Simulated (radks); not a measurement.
# Excited configurations of Ge⁺

The task here is to estimate one member of a computed series from the others.

The numbers are computed with radks (a radial shooting solver on a logarithmic mesh, Libxc functionals) version 1 (scalar-relativistic Kohn-Sham, PBE, spin-polarised, spherical densities, finite nucleus; open shells are filled with parallel spins first), except any that are marked as measured or tabulated.

**What is computed**

| Quantity | Value |
| --- | --- |
| element | germanium (Z = 32) |
| charge | +1 |
| electrons | 31 |
| configuration | [Ar] 3d10 4s2 4p1 |
| nuclear rms radius | 4.0742 fm |

Outer shells as boxes (Hund's rule):

Ge⁺
```
[Ar] core
3d [↑↓][↑↓][↑↓][↑↓][↑↓]
4s [↑↓]
4p [↑ ][  ][  ]
```

The first run:

The run's settings:

```text
Z 32
configuration [Ar] 3d10 4s2 4p1
relativity scalar-relativistic
functional pbe,pbe
spin polarised
nucleus finite rms 4.0742 fm
c 137.035999084
```

Steps of the session up to this table: Ground configuration: [Ar] 3d10 4s2 4p1.

One table of the session follows, with a row left open; its other results are not shown here.

It belongs to the step «Ground configuration: [Ar] 3d10 4s2 4p1». Radial moments (bohr):

| level | <r> | outermost maximum (interpolated) | 90 % within | nodes |
| --- | --- | --- | --- | --- |
| 3p up | 0.6471 | 0.543 | 0.995 | 1 |
| 3p down | 0.6469 | 0.543 | 0.995 | 1 |
| 3d up | 0.7364 | 0.504 | 1.25 | 0 |
| 3d down | 0.7333 | 0.504 | 1.24 | 0 |
| 4s up | 2.033 | 1.72 | 3.03 | 3 |
| 4s down | 2.025 | 1.70 | 3.03 | 3 |
| 4p up | 2.541 | 2.09 | 3.87 | 2 |
| 4p down | ? | ? | ? | ? |

Q: Estimate the row for 4p down from the others.

**Answer.** <r>: 2.560; outermost maximum (interpolated): 2.08; 90 % within: 3.92; nodes: 2. In the column «<r>» it is the highest.

Caveats from the session: Open shells are spherical and high-spin; term and fine-structure splittings are not resolved.
